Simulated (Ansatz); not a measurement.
# AlH3O3 + SiH4: a complex and its separated parts, part 1 of 2

The complex below is one end of an elementary step. How strongly is it bound against its free parts?

Computed with Ansatz 0.2.0, Gaussian basis. Level: PBE0-D4/def2-TZVP structures, single points in def2-TZVPP, no counterpoise correction.

Levels: SPW92, PBE-D4, BLYP-D4, r2SCAN-D4, B97M-V, PBE0-D4, B3LYP-D4, r2SCAN0-D4, BHLYP-D4, CAM-B3LYP-D4, wB97X-V, wB97M-V, B2PLYP, PBE-QIDH, RPA on PBE, Hartree-Fock, MP2, CCSD, CCSD(T).

Correlated methods freeze the cores. B3LYP uses VWN-RPA correlation. B2PLYP carries no dispersion term here.

94 further runs of the same task are left out: 94 set aside as unsound or not needed.

### 1 The system as given

The complex: 12 atoms, charge 0, spin multiplicity 1.

Atoms are counted from 1 here; the program's logs count them from 0.

Bond lengths: Al1–O2 1.692 Å, Al1–O3 1.697 Å, Al1–O4 1.703 Å, O2–H7 0.955 Å, O3–H8 0.954 Å, O4–H9 0.954 Å, H5–Si6 1.507 Å, Si6–H10 1.475 Å, Si6–H11 1.479 Å, Si6–H12 1.485 Å. Angles: O2–Al1–O3 118.6°, O2–Al1–O4 115.8°, O3–Al1–O4 124.2°, Al1–O2–H7 120.9°, Al1–O3–H8 124.9°, Al1–O4–H9 123.6°, H5–Si6–H10 110.2°, H5–Si6–H11 108.2°, H5–Si6–H12 104.1°, H10–Si6–H11 113.2°, H10–Si6–H12 110.8°, H11–Si6–H12 110.0°.

Geometry (Å):

```mol
AlH7O3Si
  3D, bonds by distance, orders not assigned

 12 10  0  0  0  0  0  0  0  0999 V2000
    0.2705   -1.1745    0.1926 Al  0  0
    0.6267   -1.6553   -1.3902 O   0  0
    1.4708   -1.3356    1.3811 O   0  0
   -1.3730   -0.8803    0.5265 O   0  0
    0.6379    0.8599   -0.1371 H   0  0
   -0.4704    1.7865   -0.5658 Si  0  0
    1.5093   -1.9287   -1.6330 H   0  0
    1.3616   -1.1111    2.3019 H   0  0
   -1.7351   -0.8488    1.4090 H   0  0
   -1.3039    1.1413   -1.5978 H   0  0
   -1.2353    2.1816    0.6372 H   0  0
    0.2407    2.9651   -1.1243 H   0  0
  1  2  8  0
  1  3  8  0
  1  4  8  0
  2  7  8  0
  3  8  8  0
  4  9  8  0
  5  6  8  0
  6 10  8  0
  6 11  8  0
  6 12  8  0
M  END
```

Its parts: AlH3O3 holds atoms 1, 2, 3, 4, 7, 8, 9; SiH4 holds atoms 5, 6, 10, 11, 12. Each part counts its atoms afresh in its own runs.

### 2 Relaxing AlH3O3 alone

Input file relax-a/in.yaml:

```yaml
crystal:
  periodic: [false, false, false]
  atoms:
    - {symbol: Al, position_ang: [0.270526, -1.174498, 0.192553]}
    - {symbol: O, position_ang: [0.626697, -1.655335, -1.390212]}
    - {symbol: O, position_ang: [1.470828, -1.335592, 1.381104]}
    - {symbol: O, position_ang: [-1.372967, -0.880253, 0.526498]}
    - {symbol: H, position_ang: [1.509304, -1.928715, -1.633042]}
    - {symbol: H, position_ang: [1.361614, -1.111099, 2.301867]}
    - {symbol: H, position_ang: [-1.735086, -0.848799, 1.409028]}
basis:
  gaussian: {orbitals: def2-TZVP}
hamiltonian: {xc: pbe0, dispersion: d4}
relax: {f_tol: 0.005, max_steps: 200}
```

Started as:

```
> ansatz run in.yaml --threads 8 --pin off --events-out ev --progress --plain --max-ram 19148MiB
```

The log of the run, shortened:

```text
Functional definition: PBE0
  name "PBE0"
  cite "Adamo & Barone, J. Chem. Phys. 110, 6158 (1999) doi:10.1063/1.478522"
  cite "Perdew, Burke & Ernzerhof, Phys. Rev. Lett. 77, 3865 (1996) doi:10.1103/PhysRevLett.77.3865"
  parent pbe
[...]
864 factors; their error is unknown
[...]
mean field -12784.83702238 eV, -469.8340946987 hartree, gradient 3.3e-5 eV, S^2 0.000000; 0 other end points of the search recorded, 0 dependent functions left out
[...]
reference -12784.83705199 eV, -469.8340957868 hartree; 20, 20 occupied and 128, 128 virtual orbitals, 864 factors
[...]
Total energy: -12784.96944220 eV, -469.8389610372 hartree
Atom 0 at     0.240666    -1.298049     0.214522 Å, force    -0.000453    -0.000195     0.000077 eV/Å
Atom 1 at     0.630390    -1.657011    -1.385745 Å, force    -0.000011     0.000428    -0.000616 eV/Å
Atom 2 at     1.476471    -1.309499     1.370980 Å, force     0.000154    -0.000239    -0.000023 eV/Å
Atom 3 at    -1.379388    -0.950882     0.535709 Å, force     0.000194    -0.000291     0.000051 eV/Å
Atom 4 at     1.526522    -1.863124    -1.645159 Å, force     0.000110    -0.000202     0.000239 eV/Å
Atom 5 at     1.361266    -1.121668     2.299466 Å, force     0.000202     0.000270     0.000267 eV/Å
Atom 6 at    -1.725012    -0.734059     1.398023 Å, force    -0.000197     0.000230     0.000007 eV/Å
Dipole moment:     0.130447     0.072990     0.533357 e Å
```

Wall time 8 s (8 threads of Arm Neoverse V1, shared host).

Along the way:

```tsv
step	energy from step 1 (eV)	largest force component (eV/Å)
1	0.0000	0.6056
2	-0.0177	0.4732
3	-0.0415	0.2768
4	-0.0413	0.4986
5	-0.0460	0.0951
6	-0.0472	0.0048
7	-0.0473	0.0119
8	-0.0473	0.0077
9	-0.0473	0.0006
```

Close pairs (by a distance rule), those that changed most:

```tsv
bond	before (Å)	after (Å)	change (Å)
Al1–O4	1.703	1.688	-0.015
Al1–O2	1.692	1.686	-0.006
Al1–O3	1.697	1.693	-0.004
O4–H7	0.954	0.954	-0.000
O3–H6	0.954	0.954	+0.000
O2–H5	0.955	0.955	+0.000
```

### 3 Relaxing SiH4 alone

Input file relax-b/in.yaml:

```yaml
crystal:
  periodic: [false, false, false]
  atoms:
    - {symbol: H, position_ang: [0.637890, 0.859867, -0.137060]}
    - {symbol: Si, position_ang: [-0.470376, 1.786524, -0.565812]}
    - {symbol: H, position_ang: [-1.303905, 1.141291, -1.597794]}
    - {symbol: H, position_ang: [-1.235302, 2.181561, 0.637197]}
    - {symbol: H, position_ang: [0.240679, 2.965148, -1.124325]}
basis:
  gaussian: {orbitals: def2-TZVP}
hamiltonian: {xc: pbe0, dispersion: d4}
relax: {f_tol: 0.005, max_steps: 200}
```

Started as:

```
> ansatz run in.yaml --threads 8 --pin off --events-out ev --progress --plain --max-ram 19148MiB
```

The log of the run, shortened:

```text
[... 5 set-up lines as earlier in the session ...]
[...]
444 factors; their error is unknown
[...]
mean field -7939.05930521 eV, -291.7550481789 hartree, gradient 2.6e-5 eV, S^2 0.000000; 0 other end points of the search recorded, 0 dependent functions left out
[...]
Atom 1 at    -0.426132     1.786986    -0.557598 Å, force     0.000827    -0.001241     0.001066 eV/Å
Atom 2 at    -1.297703     1.149831    -1.576465 Å, force    -0.003382    -0.001359    -0.003217 eV/Å
Atom 3 at    -1.243622     2.178855     0.617983 Å, force    -0.002523     0.001095     0.002722 eV/Å
Atom 4 at     0.214427     2.993458    -1.139060 Å, force     0.002266     0.001647    -0.000928 eV/Å
Dipole moment:     0.000067     0.000112    -0.000043 e Å
```

Wall time 0.96 s (8 threads of Arm Neoverse V1, shared host).

Along the way:

```tsv
step	energy from step 1 (eV)	largest force component (eV/Å)
1	0.0000	0.8857
2	-0.0237	0.1521
3	-0.0242	0.1077
4	-0.0261	0.0034
```

Distances of close pairs at the start and the end, largest changes first:

```tsv
bond	before (Å)	after (Å)	change (Å)
H1–Si2	1.507	1.485	-0.022
Si2–H3	1.475	1.484	+0.009
Si2–H4	1.479	1.485	+0.005
Si2–H5	1.485	1.485	-0.001
```

### 4 SPW92/def2-TZVPP

Input file parta/in.yaml:

```yaml
crystal:
  periodic: [false, false, false]
  atoms:
    - {symbol: Al, position_ang: [0.240666, -1.298049, 0.214522]}
    - {symbol: O, position_ang: [0.630390, -1.657011, -1.385745]}
    - {symbol: O, position_ang: [1.476471, -1.309499, 1.370980]}
    - {symbol: O, position_ang: [-1.379388, -0.950882, 0.535709]}
    - {symbol: H, position_ang: [1.526522, -1.863124, -1.645159]}
    - {symbol: H, position_ang: [1.361266, -1.121668, 2.299466]}
    - {symbol: H, position_ang: [-1.725012, -0.734059, 1.398023]}
basis:
  gaussian: {orbitals: def2-TZVPP}
hamiltonian: {xc: lda}
```

Input file partb/in.yaml:

```yaml
crystal:
  periodic: [false, false, false]
  atoms:
    - {symbol: H, position_ang: [0.622017, 0.825261, -0.132654]}
    - {symbol: Si, position_ang: [-0.426132, 1.786986, -0.557598]}
    - {symbol: H, position_ang: [-1.297703, 1.149831, -1.576465]}
    - {symbol: H, position_ang: [-1.243622, 2.178855, 0.617983]}
    - {symbol: H, position_ang: [0.214427, 2.993458, -1.139060]}
basis:
  gaussian: {orbitals: def2-TZVPP}
hamiltonian: {xc: lda}
```

Each run has its own folder and the same command.

Started as:

```
> ansatz run in.yaml --threads 8 --pin off --events-out ev --progress --plain --max-ram 19148MiB
```

Output in parta, shortened:

```text
Functional definition: SPW92
  name "SPW92"
  cite "Dirac, Proc. Camb. Phil. Soc. 26, 376 (1930) doi:10.1017/S0305004100016108"
  cite "Slater, Phys. Rev. 81, 385 (1951) doi:10.1103/PhysRev.81.385"
  cite "Perdew & Wang, Phys. Rev. B 45, 13244 (1992) doi:10.1103/PhysRevB.45.13244"
[...]
899 factors; their error is unknown
[...]
mean field -12722.04560996 eV, -467.5265528537 hartree, gradient 5.4e-5 eV, S^2 0.000000; 0 other end points of the search recorded, 0 dependent functions left out
reference -12722.04564758 eV, -467.5265542362 hartree; 20, 20 occupied and 157, 157 virtual orbitals, 899 factors
Total energy: -12722.04564758 eV, -467.5265542362 hartree
```

Output in partb, shortened:

```text
[... 5 set-up lines as earlier in the session ...]
[...]
524 factors; their error is unknown
[...]
mean field -7909.52593779 eV, -290.6697169444 hartree, gradient 1.1e-5 eV, S^2 0.000000; 0 other end points of the search recorded, 0 dependent functions left out
reference -7909.52596987 eV, -290.6697181236 hartree; 9, 9 occupied and 89, 89 virtual orbitals, 524 factors
Total energy: -7909.52596987 eV, -290.6697181236 hartree
```

They took 0.55 s (parta), 0.2 s (partb) on 8 threads of Arm Neoverse V1, shared host.

### 5 PBE-D4/def2-TZVPP

The same edit goes into each in.yaml of step 4 (parta, partb):

```diff
-hamiltonian: {xc: lda}
+hamiltonian: {xc: pbe, dispersion: d4}
```

One command serves all of them, each in its own folder.

Started as:

```
> ansatz run in.yaml --threads 8 --pin off --events-out ev --progress --plain --max-ram 19148MiB
```

Output in parta, shortened:

```text
Functional definition: PBE
  name "PBE"
[... 2 set-up lines as earlier in the session ...]
[...]
899 factors; their error is unknown
[...]
mean field -12784.46310704 eV, -469.8203535633 hartree, gradient 2.3e-5 eV, S^2 0.000000; 0 other end points of the search recorded, 0 dependent functions left out
reference -12784.46314742 eV, -469.8203550473 hartree; 20, 20 occupied and 157, 157 virtual orbitals, 899 factors
Total energy: -12784.56473196 eV, -469.8240882103 hartree
```

Log of partb, shortened:

```text
[... 4 set-up lines as earlier in the session ...]
[...]
524 factors; their error is unknown
[...]
mean field -7938.15279921 eV, -291.7217346978 hartree, gradient 7.9e-5 eV, S^2 0.000000; 0 other end points of the search recorded, 0 dependent functions left out
reference -7938.15283351 eV, -291.7217359583 hartree; 9, 9 occupied and 89, 89 virtual orbitals, 524 factors
Total energy: -7938.19517431 eV, -291.7232919541 hartree
```

They took 0.76 s (parta), 0.25 s (partb) on 8 threads of Arm Neoverse V1, shared host.

### 6 BLYP-D4/def2-TZVPP

The same edit goes into each in.yaml of step 5 (parta, partb):

```diff
-hamiltonian: {xc: pbe, dispersion: d4}
+hamiltonian: {xc: {name: BLYP}, dispersion: d4}
```

The same command starts each run, in its folder.

Started as:

```
> ansatz run in.yaml --threads 8 --pin off --events-out ev --progress --plain --max-ram 19148MiB
```

parta printed, shortened:

```text
Functional definition: BLYP
  name "BLYP"
  cite "Becke, Phys. Rev. A 38, 3098 (1988) doi:10.1103/PhysRevA.38.3098"
  cite "Lee, Yang & Parr, Phys. Rev. B 37, 785 (1988) doi:10.1103/PhysRevB.37.785"
[...]
899 factors; their error is unknown
[...]
mean field -12794.02282510 eV, -470.1716667222 hartree, gradient 3.2e-5 eV, S^2 0.000000; 0 other end points of the search recorded, 0 dependent functions left out
reference -12794.02313713 eV, -470.1716781892 hartree; 20, 20 occupied and 157, 157 virtual orbitals, 899 factors
Total energy: -12794.24708113 eV, -470.1799079792 hartree
```

Log of partb, shortened:

```text
[... 4 set-up lines as earlier in the session ...]
[...]
524 factors; their error is unknown
[...]
mean field -7942.32370058 eV, -291.8750124961 hartree, gradient 4.8e-5 eV, S^2 0.000000; 0 other end points of the search recorded, 0 dependent functions left out
reference -7942.32398207 eV, -291.8750228404 hartree; 9, 9 occupied and 89, 89 virtual orbitals, 524 factors
Total energy: -7942.42239774 eV, -291.8786395495 hartree
```

Times: 0.6 s (parta), 0.25 s (partb) on 8 threads of Arm Neoverse V1, shared host.

### 7 r2SCAN-D4/def2-TZVPP

The same edit goes into each in.yaml of step 6 (parta, partb):

```diff
-hamiltonian: {xc: {name: BLYP}, dispersion: d4}
+hamiltonian: {xc: r2scan, dispersion: d4}
```

The same command starts each run, in its folder.

Started as:

```
> ansatz run in.yaml --threads 8 --pin off --events-out ev --progress --plain --max-ram 19148MiB
```

Log of parta, shortened:

```text
Functional definition: r2SCAN
  name "r2SCAN"
  cite "Furness, Kaplan, Ning, Perdew & Sun, J. Phys. Chem. Lett. 11, 8208 (2020) doi:10.1021/acs.jpclett.0c02405"
  cite "Furness, Kaplan, Ning, Perdew & Sun, J. Phys. Chem. Lett. 11, 9248 (2020) doi:10.1021/acs.jpclett.0c03077"
  parent r2scan
[...]
899 factors; their error is unknown
[...]
mean field -12791.13141000 eV, -470.0654091773 hartree, gradient 2.1e-5 eV, S^2 0.000000; 0 other end points of the search recorded, 0 dependent functions left out
reference -12791.13142201 eV, -470.0654096185 hartree; 20, 20 occupied and 157, 157 virtual orbitals, 899 factors
Total energy: -12791.15538961 eV, -470.0662904115 hartree
```

Log of partb, shortened:

```text
[... 5 set-up lines as earlier in the session ...]
[...]
524 factors; their error is unknown
[...]
mean field -7941.75744603 eV, -291.8542030251 hartree, gradient 2.2e-5 eV, S^2 0.000000; 0 other end points of the search recorded, 0 dependent functions left out
reference -7941.75745663 eV, -291.8542034145 hartree; 9, 9 occupied and 89, 89 virtual orbitals, 524 factors
Total energy: -7941.76702582 eV, -291.8545550760 hartree
```

Times: 1.3 s (parta), 0.61 s (partb) on 8 threads of Arm Neoverse V1, shared host.

### 8 B97M-V/def2-TZVPP

The same edit goes into each in.yaml of step 7 (parta, partb):

```diff
-hamiltonian: {xc: r2scan, dispersion: d4}
+hamiltonian: {xc: {name: B97M-V}}
```

The same command starts each run, in its folder.

Started as:

```
> ansatz run in.yaml --threads 8 --pin off --events-out ev --progress --plain --max-ram 19148MiB
```

Output in parta, shortened:

```text
Functional definition: B97M-V
  name "B97M-V"
  cite "Mardirossian & Head-Gordon, J. Chem. Phys. 142, 074111 (2015) doi:10.1063/1.4907719"
  cite "Becke, J. Chem. Phys. 107, 8554 (1997) doi:10.1063/1.475007"
  cite "Vydrov & Van Voorhis, J. Chem. Phys. 133, 244103 (2010) doi:10.1063/1.3521275"
  # Of w^i u^j: cxij and so on, Table III.
[...]
  gx(w, u) = cx00 + cx01*u + cx02*u^2 + (cx10 + cx11*u)*w
[...]
  gos(w, u) = cos00 + cos01*u + cos03*u^3 + cos10*w + cos32*w^3*u^2
[...]
      + integral(e_c_pw_mod_opposite_spin*gos(b97_w_opposite, b97_u_opposite)) + vv10(b, c)
899 factors; their error is unknown
[...]
mean field -12791.19015879 eV, -470.0675681554 hartree, gradient 2.8e-5 eV, S^2 0.000000; 0 other end points of the search recorded, 0 dependent functions left out
reference -12791.19021789 eV, -470.0675703274 hartree; 20, 20 occupied and 157, 157 virtual orbitals, 899 factors
Total energy: -12791.19021789 eV, -470.0675703274 hartree
```

partb printed, shortened:

```text
[... 5 set-up lines as earlier in the session ...]
  # Of w^i u^j: cxij and so on, Table III.
[...]
  gx(w, u) = cx00 + cx01*u + cx02*u^2 + (cx10 + cx11*u)*w
[...]
  gos(w, u) = cos00 + cos01*u + cos03*u^3 + cos10*w + cos32*w^3*u^2
[...]
      + integral(e_c_pw_mod_opposite_spin*gos(b97_w_opposite, b97_u_opposite)) + vv10(b, c)
524 factors; their error is unknown
[...]
mean field -7940.58587024 eV, -291.8111484090 hartree, gradient 4.9e-5 eV, S^2 0.000000; 0 other end points of the search recorded, 0 dependent functions left out
reference -7940.58592267 eV, -291.8111503358 hartree; 9, 9 occupied and 89, 89 virtual orbitals, 524 factors
Total energy: -7940.58592267 eV, -291.8111503358 hartree
```

Times: 2.4 s (parta), 0.8 s (partb) on 8 threads of Arm Neoverse V1, shared host.

### 9 PBE0-D4/def2-TZVPP

Each input of step 8 (parta, partb) changes in the same lines:

```diff
-hamiltonian: {xc: {name: B97M-V}}
+hamiltonian: {xc: pbe0, dispersion: d4}
+output: {orbitals: {seedname: orbitals}}
```

The same command starts each run, in its folder.

Started as:

```
> ansatz run in.yaml --threads 8 --pin off --events-out ev --progress --plain --max-ram 19148MiB
```

Output in parta, shortened:

```text
[... 5 set-up lines as earlier in the session ...]
[...]
930 factors; their error is unknown
[...]
mean field -12785.02772331 eV, -469.8411028287 hartree, gradient 4.1e-5 eV, S^2 0.000000; 0 other end points of the search recorded, 0 dependent functions left out
reference -12785.02775317 eV, -469.8411039258 hartree; 20, 20 occupied and 157, 157 virtual orbitals, 930 factors
Total energy: -12785.11299207 eV, -469.8442363977 hartree
```

partb printed, shortened:

```text
[... 5 set-up lines as earlier in the session ...]
[...]
527 factors; their error is unknown
[...]
mean field -7939.10185461 eV, -291.7566118405 hartree, gradient 5.6e-5 eV, S^2 0.000000; 0 other end points of the search recorded, 0 dependent functions left out
reference -7939.10188051 eV, -291.7566127921 hartree; 9, 9 occupied and 89, 89 virtual orbitals, 527 factors
Total energy: -7939.13646165 eV, -291.7578836257 hartree
```

Wall times: 0.81 s (parta), 0.25 s (partb) on 8 threads of Arm Neoverse V1, shared host.

### 10 B3LYP-D4/def2-TZVPP

The same edit goes into each in.yaml of step 9 (parta, partb):

```diff
-hamiltonian: {xc: pbe0, dispersion: d4}
-output: {orbitals: {seedname: orbitals}}
+hamiltonian: {xc: {name: B3LYP}, dispersion: d4}
```

The same command starts each run, in its folder.

Started as:

```
> ansatz run in.yaml --threads 8 --pin off --events-out ev --progress --plain --max-ram 19148MiB
```

Output in parta, shortened:

```text
Functional definition: B3LYP
  name "B3LYP"
  cite "Stephens, Devlin, Chabalowski & Frisch, J. Phys. Chem. 98, 11623 (1994) doi:10.1021/j100096a001"
[... 2 set-up lines as earlier in the session ...]
  cite "Vosko, Wilk & Nusair, Can. J. Phys. 58, 1200 (1980) doi:10.1139/p80-159"
[...]
923 factors; their error is unknown
[...]
mean field -12795.49543155 eV, -470.2257840113 hartree, gradient 5.5e-5 eV, S^2 0.000000; 0 other end points of the search recorded, 0 dependent functions left out
reference -12795.49566392 eV, -470.2257925505 hartree; 20, 20 occupied and 157, 157 virtual orbitals, 923 factors
Total energy: -12795.66013346 eV, -470.2318366948 hartree
```

Output in partb, shortened:

```text
[... 6 set-up lines as earlier in the session ...]
[...]
527 factors; their error is unknown
[...]
mean field -7943.47015408 eV, -291.9171438851 hartree, gradient 4.1e-5 eV, S^2 0.000000; 0 other end points of the search recorded, 0 dependent functions left out
reference -7943.47036474 eV, -291.9171516265 hartree; 9, 9 occupied and 89, 89 virtual orbitals, 527 factors
Total energy: -7943.53903031 eV, -291.9196750398 hartree
```

Times: 0.81 s (parta), 0.3 s (partb) on 8 threads of Arm Neoverse V1, shared host.

### 11 r2SCAN0-D4/def2-TZVPP

Each input of step 10 (parta, partb) changes in the same lines:

```diff
-hamiltonian: {xc: {name: B3LYP}, dispersion: d4}
+hamiltonian: {xc: {name: r2SCAN0}, dispersion: d4}
```

Each run has its own folder and the same command.

Started as:

```
> ansatz run in.yaml --threads 8 --pin off --events-out ev --progress --plain --max-ram 19148MiB
```

parta printed, shortened:

```text
Functional definition: r2SCAN0
  name "r2SCAN0"
  cite "Bursch, Neugebauer, Ehlert & Grimme, J. Chem. Phys. 156, 134105 (2022) doi:10.1063/5.0086040"
[... 3 set-up lines as earlier in the session ...]
[...]
930 factors; their error is unknown
[...]
mean field -12790.03592960 eV, -470.0251510150 hartree, gradient 2.6e-5 eV, S^2 0.000000; 0 other end points of the search recorded, 0 dependent functions left out
reference -12790.03593912 eV, -470.0251513651 hartree; 20, 20 occupied and 157, 157 virtual orbitals, 930 factors
Total energy: -12790.06420080 eV, -470.0261899624 hartree
```

partb printed, shortened:

```text
[... 6 set-up lines as earlier in the session ...]
[...]
527 factors; their error is unknown
[...]
mean field -7941.68716682 eV, -291.8516203118 hartree, gradient 4.3e-6 eV, S^2 0.000000; 0 other end points of the search recorded, 0 dependent functions left out
reference -7941.68717528 eV, -291.8516206226 hartree; 9, 9 occupied and 89, 89 virtual orbitals, 527 factors
Total energy: -7941.69823872 eV, -291.8520271967 hartree
```

They took 2 s (parta), 0.6 s (partb) on 8 threads of Arm Neoverse V1, shared host.

### 12 BHLYP-D4/def2-TZVPP

The same edit goes into each in.yaml of step 11 (parta, partb):

```diff
-hamiltonian: {xc: {name: r2SCAN0}, dispersion: d4}
+hamiltonian: {xc: {name: BHLYP}, dispersion: d4}
```

Each run has its own folder and the same command.

Started as:

```
> ansatz run in.yaml --threads 8 --pin off --events-out ev --progress --plain --max-ram 19148MiB
```

parta printed, shortened:

```text
Functional definition: BHLYP
  name "BHLYP"
  cite "Becke, J. Chem. Phys. 98, 1372 (1993) doi:10.1063/1.464304"
[... 2 set-up lines as earlier in the session ...]
[...]
1013 factors; their error is unknown
[...]
mean field -12791.91856058 eV, -470.0943364277 hartree, gradient 1.9e-5 eV, S^2 0.000000; 0 other end points of the search recorded, 0 dependent functions left out
reference -12791.91871679 eV, -470.0943421681 hartree; 20, 20 occupied and 157, 157 virtual orbitals, 1013 factors
Total energy: -12792.04562064 eV, -470.0990057984 hartree
```

Log of partb, shortened:

```text
[... 5 set-up lines as earlier in the session ...]
[...]
546 factors; their error is unknown
[...]
mean field -7942.64018259 eV, -291.8866429954 hartree, gradient 4.8e-6 eV, S^2 0.000000; 0 other end points of the search recorded, 0 dependent functions left out
reference -7942.64032520 eV, -291.8866482360 hartree; 9, 9 occupied and 89, 89 virtual orbitals, 546 factors
Total energy: -7942.68790795 eV, -291.8883968698 hartree
```

They took 4 s (parta), 0.3 s (partb) on 8 threads of Arm Neoverse V1, shared host.

(Continued in part 2 of 2.)
